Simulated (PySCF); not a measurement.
# C2H6O2Si: NMR shifts at several levels of theory, part 1 of 2

Aim: compute the NMR shifts of C2H6O2Si (`O=C(O)C[SiH3]`) at several levels, and see how far they spread and what each costs.

Programs: PySCF 2.14.0, with density-fitted response routines of our own. Each step states its level of theory. These are calculated values for one molecule in the gas phase, unless marked as measured. Atoms count from 0, in the outputs and in this text.

**1. Starting geometry**

11 atoms, charge 0, multiplicity 1; geometry from: PBE0-D3(BJ)/def2-SVP.

Bonds of the start (Å): O0–C1 1.20, C1–O2 1.34, C1–C3 1.50, C3–Si4 1.90, O2–H5 0.97, C3–H6 1.10, C3–H7 1.10, Si4–H8 1.49, Si4–H9 1.49, Si4–H10 1.49.

**2. NMR shieldings: PBE0/pcSseg-2**

What the job is given:

```
{"job": {"kind": "nmr", "xc": "PBE0", "basis": "pcSseg-2", "pop": false}, "charge": 0, "multiplicity": 1}
O      1.146647     0.264880     1.884852
C      1.093442     0.102415     0.694158
O      1.912394    -0.741082     0.044467
C      0.115474     0.753358    -0.230934
Si    -1.463217    -0.275660    -0.471545
H      2.482096    -1.138610     0.721016
H     -0.177199     1.722775     0.196620
H      0.568274     0.906872    -1.221684
H     -1.126018    -1.598667    -1.074006
H     -2.372107     0.471094    -1.391385
H     -2.142249    -0.483418     0.840180
```

With the program's defaults for keys left out, this is: GIAO PBE0/pcSseg-2 NMR shielding, non-relativistic, gas phase.

The run is started by

```console
OMP_NUM_THREADS=1 python probes_run.py task.json out
```

One launch serves the whole session: the jobs run in the order shown.

What it wrote:

```text
coarse grid: 9688 points
cycle   1  E = -519.3603481589  dE =  5.846e-01  |g| = 9.261e-01  |ddm| = 2.292e+00
cycle   2  E = -519.0376957090  dE =  3.227e-01  |g| = 1.616e+00  |ddm| = 1.456e+00
cycle   3  E = -519.5007950349  dE = -4.631e-01  |g| = 2.864e-01  |ddm| = 1.081e+00
cycle   4  E = -519.5154727281  dE = -1.468e-02  |g| = 7.378e-02  |ddm| = 1.707e-01
cycle   5  E = -519.5162898067  dE = -8.171e-04  |g| = 2.185e-02  |ddm| = 3.986e-02
cycle   6  E = -519.5163904876  dE = -1.007e-04  |g| = 4.863e-03  |ddm| = 1.583e-02
cycle   7  E = -519.5163956386  dE = -5.151e-06  |g| = 8.891e-04  |ddm| = 3.472e-03
final grid: 88992 points
cycle   8  E = -519.5142153907  dE = -5.232e-05  |g| = 9.646e-03  |ddm| = 3.123e-02
cycle   9  E = -519.5141799264  dE =  3.546e-05  |g| = 1.686e-02  |ddm| = 1.231e-02
cycle  10  E = -519.5142317773  dE = -5.185e-05  |g| = 1.950e-03  |ddm| = 8.386e-03
cycle  11  E = -519.5142324494  dE = -6.721e-07  |g| = 4.051e-04  |ddm| = 1.142e-03
cycle  12  E = -519.5142324746  dE = -2.528e-08  |g| = 1.139e-04  |ddm| = 1.991e-04
cycle  13  E = -519.5142324772  dE = -2.603e-09  |g| = 2.667e-05  |ddm| = 7.716e-05
cycle  14  E = -519.5142324774  dE = -1.497e-10  |g| = 2.038e-06  |ddm| = 1.881e-05
converged SCF energy = -519.5142324774

GIAO shielding tensors (ppm)
atom      isotropic    diamagn.    paramagn.     s11        s22        s33       span
  0 O      -95.564     394.685    -490.249   -335.064   -202.286    250.658    585.722
  1 C        4.489     251.361    -246.872   -100.327     39.656     74.139    174.466
  2 O      117.964     388.344    -270.379    -32.175    130.433    255.634    287.809
  3 C      165.793     246.337     -80.543    146.768    153.703    196.909     50.141
  4 Si     403.447     878.029    -474.582    375.281    387.831    447.228     71.947
  5 H       25.616      30.493      -4.877     20.457     22.936     33.456     12.999
  6 H       29.380      30.045      -0.665     25.835     27.824     34.481      8.646
  7 H       29.081      30.074      -0.993     25.514     28.184     33.545      8.030
  8 H       27.099      28.790      -1.691     24.047     25.783     31.466      7.419
  9 H       27.160      28.298      -1.138     24.402     24.992     32.085      7.683
 10 H       27.127      28.800      -1.673     24.212     25.531     31.637      7.426
```

It took 27 s on 1 thread of Arm Neoverse V1, shared host; peak memory 1 GiB.

The references, computed at this level on geometries of the same kind, shield at (ppm): 1H TMS 31.25, 13C TMS 184.1, 29Si TMS 341.3, 17O H2O 328.2. Their shielding less the atom's gives the shift. The references are single molecules in the gas phase, so shifts against H2O, NH3, PH3, H3PO4 or CFCl3 are not on the usual liquid scales and can be off by tens of ppm. Atoms listed in one row are averaged.

| atoms | environment | σ (ppm) | δ (ppm) |
| --- | --- | --- | --- |
| C1 | carboxylic acid carbon | 4.5 | 179.6 |
| C3 | sp3 CH2 bonded to Si, α to a carbonyl | 165.8 | 18.3 |
| H5 | hydrogen on an acid hydroxyl oxygen | 25.62 | 5.63 |
| H8, H9, H10 | hydrogen on a silicon bonded to C | 27.13 | 4.12 |
| H6, H7 | hydrogen on an sp3 CH2 bonded to Si, α to a carbonyl | 29.23 | 2.01 |
| O0 | carbonyl oxygen | -95.6 | 423.7 |
| O2 | acid hydroxyl oxygen | 118.0 | 210.2 |
| Si4 | silicon bonded to C, 3 H | 403.4 | -62.2 |

**3. NMR shieldings: mPW1PW91/pcSseg-2**

Same as in step 2 but for these lines:

```diff
@@ -1,2 +1,2 @@
-{"job": {"kind": "nmr", "xc": "PBE0", "basis": "pcSseg-2", "pop": false}, "charge": 0, "multiplicity": 1}
+{"job": {"kind": "nmr", "xc": "mPW1PW91", "basis": "pcSseg-2", "pop": false}, "charge": 0, "multiplicity": 1}
 O      1.146647     0.264880     1.884852
```

Method: GIAO mPW1PW91/pcSseg-2 NMR shielding, non-relativistic, gas phase.

What it wrote:

```text
coarse grid: 9688 points
cycle   1  E = -519.6844692649  dE =  5.879e-01  |g| = 9.478e-01  |ddm| = 2.288e+00
cycle   2  E = -519.3502752515  dE =  3.342e-01  |g| = 1.646e+00  |ddm| = 1.488e+00
cycle   3  E = -519.8306862239  dE = -4.804e-01  |g| = 2.930e-01  |ddm| = 1.113e+00
cycle   4  E = -519.8460484753  dE = -1.536e-02  |g| = 7.619e-02  |ddm| = 1.745e-01
cycle   5  E = -519.8469153353  dE = -8.669e-04  |g| = 2.243e-02  |ddm| = 4.144e-02
cycle   6  E = -519.8470223869  dE = -1.071e-04  |g| = 4.923e-03  |ddm| = 1.624e-02
cycle   7  E = -519.8470276485  dE = -5.262e-06  |g| = 9.147e-04  |ddm| = 3.513e-03
final grid: 88992 points
cycle   8  E = -519.8448953325  dE = -5.174e-05  |g| = 6.430e-03  |ddm| = 3.163e-02
cycle   9  E = -519.8448789936  dE =  1.634e-05  |g| = 1.132e-02  |ddm| = 8.465e-03
cycle  10  E = -519.8449029155  dE = -2.392e-05  |g| = 1.366e-03  |ddm| = 5.753e-03
cycle  11  E = -519.8449032480  dE = -3.325e-07  |g| = 3.640e-04  |ddm| = 8.806e-04
cycle  12  E = -519.8449032695  dE = -2.144e-08  |g| = 1.197e-04  |ddm| = 1.942e-04
cycle  13  E = -519.8449032721  dE = -2.667e-09  |g| = 1.892e-05  |ddm| = 6.860e-05
cycle  14  E = -519.8449032722  dE = -6.969e-11  |g| = 2.562e-06  |ddm| = 1.431e-05
converged SCF energy = -519.8449032722

GIAO shielding tensors (ppm)
atom      isotropic    diamagn.    paramagn.     s11        s22        s33       span
  0 O      -96.961     394.584    -491.545   -337.673   -204.679    251.470    589.143
  1 C        3.625     251.432    -247.807   -101.513     38.954     73.434    174.947
  2 O      117.514     388.167    -270.653    -33.130    130.711    254.960    288.090
  3 C      165.012     246.362     -81.351    146.213    152.760    196.062     49.848
  4 Si     401.669     878.165    -476.496    373.767    386.317    444.923     71.157
  5 H       25.661      30.482      -4.821     20.545     22.940     33.500     12.955
  6 H       29.428      30.037      -0.609     25.901     27.887     34.496      8.595
  7 H       29.137      30.060      -0.924     25.589     28.251     33.571      7.982
  8 H       27.170      28.885      -1.715     24.130     25.863     31.518      7.388
  9 H       27.233      28.370      -1.137     24.486     25.077     32.137      7.650
 10 H       27.198      28.892      -1.694     24.291     25.612     31.691      7.399
```

It took 27 s on 1 thread of Arm Neoverse V1, shared host; peak memory 1 GiB.

Key values: δ C1 179.9, C3 18.5, O0 424.1, O2 209.6, H5 5.63, H8 4.09 ppm (means over like atoms).

**4. Nuclear shieldings: WP04/pcSseg-2**

Same as in step 3 but for these lines:

```diff
@@ -1,2 +1,2 @@
-{"job": {"kind": "nmr", "xc": "mPW1PW91", "basis": "pcSseg-2", "pop": false}, "charge": 0, "multiplicity": 1}
+{"job": {"kind": "nmr", "xc": "WP04", "basis": "pcSseg-2", "pop": false}, "charge": 0, "multiplicity": 1}
 O      1.146647     0.264880     1.884852
```

Level: GIAO WP04/pcSseg-2 NMR shielding, non-relativistic, gas phase.

What it wrote:

```text
coarse grid: 9688 points
cycle   1  E = -527.7597663222  dE =  6.034e-01  |g| = 1.331e+00  |ddm| = 2.271e+00
cycle   2  E = -526.9240272359  dE =  8.357e-01  |g| = 2.412e+00  |ddm| = 2.164e+00
cycle   3  E = -528.0009752147  dE = -1.077e+00  |g| = 5.545e-01  |ddm| = 1.811e+00
cycle   4  E = -528.0564712136  dE = -5.550e-02  |g| = 1.723e-01  |ddm| = 3.348e-01
cycle   5  E = -528.0608070292  dE = -4.336e-03  |g| = 5.295e-02  |ddm| = 8.502e-02
cycle   6  E = -528.0614045433  dE = -5.975e-04  |g| = 1.219e-02  |ddm| = 3.862e-02
cycle   7  E = -528.0614373910  dE = -3.285e-05  |g| = 2.521e-03  |ddm| = 8.791e-03
cycle   8  E = -528.0614385674  dE = -1.176e-06  |g| = 8.316e-04  |ddm| = 2.071e-03
final grid: 88992 points
cycle   9  E = -528.0611017004  dE = -9.290e-05  |g| = 6.342e-03  |ddm| = 4.197e-02
cycle  10  E = -528.0610827776  dE =  1.892e-05  |g| = 1.157e-02  |ddm| = 9.065e-03
cycle  11  E = -528.0611089551  dE = -2.618e-05  |g| = 2.310e-03  |ddm| = 6.182e-03
cycle  12  E = -528.0611098722  dE = -9.171e-07  |g| = 6.290e-04  |ddm| = 1.530e-03
cycle  13  E = -528.0611099380  dE = -6.583e-08  |g| = 2.758e-04  |ddm| = 3.874e-04
cycle  14  E = -528.0611099502  dE = -1.217e-08  |g| = 4.983e-05  |ddm| = 1.357e-04
cycle  15  E = -528.0611099506  dE = -4.048e-10  |g| = 1.093e-05  |ddm| = 3.314e-05
converged SCF energy = -528.0611099506

GIAO shielding tensors (ppm)
atom      isotropic    diamagn.    paramagn.     s11        s22        s33       span
  0 O     -101.218     394.395    -495.613   -338.196   -213.884    248.426    586.621
  1 C       -9.403     251.954    -261.358   -116.885     28.634     60.042    176.927
  2 O      108.969     389.487    -280.518    -44.921    126.355    245.473    290.394
  3 C      151.296     246.585     -95.289    134.623    137.539    181.727     47.104
  4 Si     384.199     880.040    -495.841    359.119    371.793    421.684     62.565
  5 H       25.754      30.438      -4.684     21.047     22.908     33.307     12.259
  6 H       29.759      30.512      -0.753     26.511     28.452     34.313      7.802
  7 H       29.511      30.601      -1.089     26.213     28.832     33.489      7.276
  8 H       28.013      29.852      -1.839     25.142     26.781     32.116      6.974
  9 H       28.075      28.989      -0.914     25.496     26.012     32.715      7.220
 10 H       28.033      29.789      -1.755     25.276     26.542     32.281      7.005
```

It took 27 s on 1 thread of Arm Neoverse V1, shared host; peak memory 1 GiB.

In short: δ C1 181.5, C3 20.8, O0 415.3, O2 205.1, H5 5.86, H8 3.57 ppm (means over like atoms).

**5. Nuclear shieldings: B97-2/pcSseg-2**

Same as in step 4 but for these lines:

```diff
@@ -1,2 +1,2 @@
-{"job": {"kind": "nmr", "xc": "WP04", "basis": "pcSseg-2", "pop": false}, "charge": 0, "multiplicity": 1}
+{"job": {"kind": "nmr", "xc": "B97-2", "basis": "pcSseg-2", "pop": false}, "charge": 0, "multiplicity": 1}
 O      1.146647     0.264880     1.884852
```

With the program's defaults for keys left out, this is: GIAO B97-2/pcSseg-2 NMR shielding, non-relativistic, gas phase.

What it wrote:

```text
coarse grid: 9688 points
cycle   1  E = -519.6546761104  dE =  5.757e-01  |g| = 9.599e-01  |ddm| = 2.297e+00
cycle   2  E = -519.2769249701  dE =  3.778e-01  |g| = 1.705e+00  |ddm| = 1.563e+00
cycle   3  E = -519.8029880963  dE = -5.261e-01  |g| = 3.187e-01  |ddm| = 1.193e+00
cycle   4  E = -519.8215891999  dE = -1.860e-02  |g| = 8.095e-02  |ddm| = 1.926e-01
cycle   5  E = -519.8225680863  dE = -9.789e-04  |g| = 2.470e-02  |ddm| = 4.446e-02
cycle   6  E = -519.8227012383  dE = -1.332e-04  |g| = 5.276e-03  |ddm| = 1.797e-02
cycle   7  E = -519.8227074223  dE = -6.184e-06  |g| = 9.342e-04  |ddm| = 3.935e-03
final grid: 88992 points
cycle   8  E = -519.8230655587  dE = -7.879e-05  |g| = 4.643e-03  |ddm| = 3.998e-02
cycle   9  E = -519.8230601864  dE =  5.372e-06  |g| = 6.650e-03  |ddm| = 5.378e-03
cycle  10  E = -519.8230679261  dE = -7.740e-06  |g| = 1.668e-03  |ddm| = 3.978e-03
cycle  11  E = -519.8230683493  dE = -4.232e-07  |g| = 5.622e-04  |ddm| = 1.002e-03
cycle  12  E = -519.8230684101  dE = -6.078e-08  |g| = 8.830e-05  |ddm| = 3.051e-04
cycle  13  E = -519.8230684110  dE = -9.409e-10  |g| = 4.104e-05  |ddm| = 5.543e-05
cycle  14  E = -519.8230684114  dE = -3.449e-10  |g| = 2.018e-06  |ddm| = 2.262e-05
converged SCF energy = -519.8230684114

GIAO shielding tensors (ppm)
atom      isotropic    diamagn.    paramagn.     s11        s22        s33       span
  0 O      -86.367     394.936    -481.303   -319.023   -191.233    251.157    570.180
  1 C        6.964     252.007    -245.043    -95.623     42.496     74.019    169.642
  2 O      120.001     388.437    -268.436    -27.209    132.139    255.073    282.282
  3 C      165.191     246.535     -81.343    146.692    153.423    195.459     48.767
  4 Si     408.030     878.293    -470.263    380.667    393.071    450.352     69.685
  5 H       25.754      30.508      -4.754     20.663     23.056     33.543     12.881
  6 H       29.509      30.107      -0.598     26.009     27.997     34.520      8.510
  7 H       29.211      30.163      -0.952     25.677     28.357     33.600      7.923
  8 H       27.290      29.099      -1.809     24.279     25.996     31.596      7.317
  9 H       27.348      28.503      -1.155     24.629     25.206     32.210      7.580
 10 H       27.315      29.095      -1.780     24.439     25.746     31.761      7.322
```

Wall time 27 s (1 thread of Arm Neoverse V1, shared host); peak memory 1 GiB.

This run: δ C1 176.5, C3 18.3, O0 412.6, O2 206.2, H5 5.61, H8 4.04 ppm (means over like atoms).

**6. Nuclear shieldings: BHandHLYP/pcSseg-2**

Same as in step 5 but for these lines:

```diff
@@ -1,2 +1,2 @@
-{"job": {"kind": "nmr", "xc": "B97-2", "basis": "pcSseg-2", "pop": false}, "charge": 0, "multiplicity": 1}
+{"job": {"kind": "nmr", "xc": "BHandHLYP", "basis": "pcSseg-2", "pop": false}, "charge": 0, "multiplicity": 1}
 O      1.146647     0.264880     1.884852
```

Level: GIAO BHandHLYP/pcSseg-2 NMR shielding, non-relativistic, gas phase.

What it wrote:

```text
coarse grid: 9688 points
cycle   1  E = -519.6127138963  dE =  6.316e-01  |g| = 8.991e-01  |ddm| = 2.259e+00
cycle   2  E = -519.5147439635  dE =  9.797e-02  |g| = 1.203e+00  |ddm| = 1.062e+00
cycle   3  E = -519.7603663210  dE = -2.456e-01  |g| = 1.521e-01  |ddm| = 6.694e-01
cycle   4  E = -519.7640885252  dE = -3.722e-03  |g| = 6.158e-02  |ddm| = 9.560e-02
cycle   5  E = -519.7647437405  dE = -6.552e-04  |g| = 1.130e-02  |ddm| = 3.495e-02
cycle   6  E = -519.7647713322  dE = -2.759e-05  |g| = 3.410e-03  |ddm| = 8.937e-03
cycle   7  E = -519.7647746052  dE = -3.273e-06  |g| = 9.743e-04  |ddm| = 3.275e-03
final grid: 88992 points
cycle   8  E = -519.7651850794  dE = -2.299e-05  |g| = 2.550e-03  |ddm| = 1.812e-02
cycle   9  E = -519.7651850239  dE =  5.548e-08  |g| = 2.697e-03  |ddm| = 3.152e-03
cycle  10  E = -519.7651864615  dE = -1.438e-06  |g| = 5.511e-04  |ddm| = 1.566e-03
cycle  11  E = -519.7651865100  dE = -4.850e-08  |g| = 2.253e-04  |ddm| = 3.698e-04
cycle  12  E = -519.7651865205  dE = -1.042e-08  |g| = 3.340e-05  |ddm| = 1.689e-04
cycle  13  E = -519.7651865208  dE = -3.421e-10  |g| = 1.606e-05  |ddm| = 3.438e-05
converged SCF energy = -519.7651865208

GIAO shielding tensors (ppm)
atom      isotropic    diamagn.    paramagn.     s11        s22        s33       span
  0 O      -93.967     394.197    -488.164   -342.660   -200.689    261.447    604.108
  1 C        1.257     250.678    -249.421   -109.309     36.014     77.067    186.377
  2 O      128.149     388.548    -260.400    -22.188    138.399    268.234    290.423
  3 C      165.521     244.154     -78.633    146.713    153.138    196.712     49.999
  4 Si     406.955     876.413    -469.458    381.380    391.834    447.651     66.271
  5 H       25.712      30.531      -4.820     20.742     22.382     34.010     13.268
  6 H       29.626      30.218      -0.592     26.098     28.076     34.703      8.605
  7 H       29.413      30.213      -0.800     25.870     28.489     33.881      8.011
  8 H       27.435      28.784      -1.349     24.369     26.122     31.814      7.446
  9 H       27.513      28.359      -0.846     24.745     25.324     32.470      7.725
 10 H       27.464      28.797      -1.333     24.522     25.871     31.998      7.476
```

Run time: 26 s. Hardware: 1 thread of Arm Neoverse V1, shared host; peak memory 1 GiB.

This run: δ C1 183.0, C3 18.7, O0 420.6, O2 198.5, H5 5.74, H8 3.98 ppm (means over like atoms).

**7. Nuclear shieldings: CAM-B3LYP/pcSseg-2**

Same as in step 6 but for these lines:

```diff
@@ -1,2 +1,2 @@
-{"job": {"kind": "nmr", "xc": "BHandHLYP", "basis": "pcSseg-2", "pop": false}, "charge": 0, "multiplicity": 1}
+{"job": {"kind": "nmr", "xc": "CAM-B3LYP", "basis": "pcSseg-2", "pop": false}, "charge": 0, "multiplicity": 1}
 O      1.146647     0.264880     1.884852
```

Level: GIAO CAM-B3LYP/pcSseg-2 NMR shielding, non-relativistic, gas phase.

What it wrote:

```text
coarse grid: 9688 points
cycle   1  E = -519.6324913510  dE =  6.323e-01  |g| = 9.869e-01  |ddm| = 2.261e+00
cycle   2  E = -519.4488585985  dE =  1.836e-01  |g| = 1.460e+00  |ddm| = 1.231e+00
cycle   3  E = -519.8044018622  dE = -3.555e-01  |g| = 1.896e-01  |ddm| = 8.009e-01
cycle   4  E = -519.8100134452  dE = -5.612e-03  |g| = 7.063e-02  |ddm| = 1.107e-01
cycle   5  E = -519.8108161036  dE = -8.027e-04  |g| = 1.473e-02  |ddm| = 3.779e-02
cycle   6  E = -519.8108592649  dE = -4.316e-05  |g| = 4.266e-03  |ddm| = 1.135e-02
cycle   7  E = -519.8108638626  dE = -4.598e-06  |g| = 1.042e-03  |ddm| = 3.888e-03
final grid: 88992 points
cycle   8  E = -519.8115451257  dE = -3.928e-05  |g| = 3.324e-03  |ddm| = 1.987e-02
cycle   9  E = -519.8115444118  dE =  7.139e-07  |g| = 3.900e-03  |ddm| = 3.962e-03
cycle  10  E = -519.8115472599  dE = -2.848e-06  |g| = 8.374e-04  |ddm| = 2.127e-03
cycle  11  E = -519.8115473668  dE = -1.069e-07  |g| = 2.690e-04  |ddm| = 5.153e-04
cycle  12  E = -519.8115473814  dE = -1.455e-08  |g| = 4.189e-05  |ddm| = 2.050e-04
cycle  13  E = -519.8115473818  dE = -3.981e-10  |g| = 1.569e-05  |ddm| = 3.870e-05
converged SCF energy = -519.8115473818

GIAO shielding tensors (ppm)
atom      isotropic    diamagn.    paramagn.     s11        s22        s33       span
  0 O      -95.378     394.314    -489.692   -337.227   -201.095    252.188    589.415
  1 C       -1.599     250.230    -251.829   -109.593     32.737     72.059    181.652
  2 O      120.254     387.792    -267.537    -29.103    127.468    262.399    291.502
  3 C      163.222     243.930     -80.708    143.201    150.887    195.579     52.377
  4 Si     393.615     877.058    -483.443    365.265    376.992    438.588     73.322
  5 H       25.645      30.811      -5.167     20.526     22.895     33.514     12.987
  6 H       29.509      30.284      -0.775     26.047     28.025     34.455      8.408
  7 H       29.231      30.230      -0.999     25.752     28.418     33.524      7.772
  8 H       27.233      28.509      -1.277     24.209     25.939     31.550      7.341
  9 H       27.310      28.206      -0.896     24.568     25.157     32.204      7.636
 10 H       27.265      28.538      -1.274     24.369     25.686     31.740      7.371
```

It took 36 s on 1 thread of Arm Neoverse V1, shared host; peak memory 1.2 GiB.

This run: δ C1 184.2, C3 19.3, O0 425.1, O2 209.5, H5 5.69, H8 4.07 ppm (means over like atoms).

**8. Nuclear shieldings: wB97X-D/pcSseg-2**

Same as in step 7 but for these lines:

```diff
@@ -1,2 +1,2 @@
-{"job": {"kind": "nmr", "xc": "CAM-B3LYP", "basis": "pcSseg-2", "pop": false}, "charge": 0, "multiplicity": 1}
+{"job": {"kind": "nmr", "xc": "wB97X-D", "basis": "pcSseg-2", "pop": false}, "charge": 0, "multiplicity": 1}
 O      1.146647     0.264880     1.884852
```

Method: GIAO wB97X-D/pcSseg-2 NMR shielding, non-relativistic, gas phase.

What it wrote:

```text
coarse grid: 9688 points
cycle   1  E = -519.6357771555  dE =  6.394e-01  |g| = 9.878e-01  |ddm| = 2.272e+00
cycle   2  E = -519.5186873537  dE =  1.171e-01  |g| = 1.338e+00  |ddm| = 1.101e+00
cycle   3  E = -519.8127377976  dE = -2.941e-01  |g| = 1.593e-01  |ddm| = 6.715e-01
cycle   4  E = -519.8166399912  dE = -3.902e-03  |g| = 6.443e-02  |ddm| = 9.233e-02
cycle   5  E = -519.8173300617  dE = -6.901e-04  |g| = 1.343e-02  |ddm| = 3.740e-02
cycle   6  E = -519.8173694200  dE = -3.936e-05  |g| = 3.966e-03  |ddm| = 1.203e-02
cycle   7  E = -519.8173740182  dE = -4.598e-06  |g| = 1.057e-03  |ddm| = 4.458e-03
final grid: 88992 points
cycle   8  E = -519.8160702365  dE = -1.272e-04  |g| = 5.847e-03  |ddm| = 3.917e-02
cycle   9  E = -519.8160729328  dE = -2.696e-06  |g| = 4.661e-03  |ddm| = 6.448e-03
cycle  10  E = -519.8160769557  dE = -4.023e-06  |g| = 5.878e-04  |ddm| = 2.498e-03
cycle  11  E = -519.8160770092  dE = -5.346e-08  |g| = 3.795e-04  |ddm| = 5.516e-04
cycle  12  E = -519.8160770363  dE = -2.710e-08  |g| = 6.982e-05  |ddm| = 2.362e-04
cycle  13  E = -519.8160770376  dE = -1.325e-09  |g| = 4.454e-05  |ddm| = 7.414e-05
cycle  14  E = -519.8160770381  dE = -4.544e-10  |g| = 1.341e-05  |ddm| = 4.457e-05
converged SCF energy = -519.8160770381

GIAO shielding tensors (ppm)
atom      isotropic    diamagn.    paramagn.     s11        s22        s33       span
  0 O      -95.453     393.887    -489.340   -338.242   -203.739    255.620    593.862
  1 C        2.850     251.676    -248.826   -103.347     37.857     74.040    177.387
  2 O      120.008     388.271    -268.263    -30.569    131.975    258.619    289.188
  3 C      165.603     245.941     -80.338    145.990    153.445    197.374     51.384
  4 Si     403.365     877.648    -474.283    375.977    388.002    446.118     70.141
  5 H       25.689      30.687      -4.998     20.616     22.828     33.623     13.007
  6 H       29.531      30.090      -0.559     26.020     27.969     34.604      8.584
  7 H       29.265      30.092      -0.827     25.739     28.353     33.703      7.965
  8 H       27.228      28.736      -1.508     24.178     25.908     31.598      7.420
  9 H       27.305      28.284      -0.979     24.543     25.137     32.235      7.692
 10 H       27.258      28.739      -1.481     24.333     25.660     31.781      7.448
```

Run time: 35 s. Hardware: 1 thread of Arm Neoverse V1, shared host; peak memory 1.1 GiB.

In short: δ C1 181.6, C3 18.8, O0 422.3, O2 206.8, H5 5.67, H8 4.09 ppm (means over like atoms).

(Continued in part 2 of 2.)
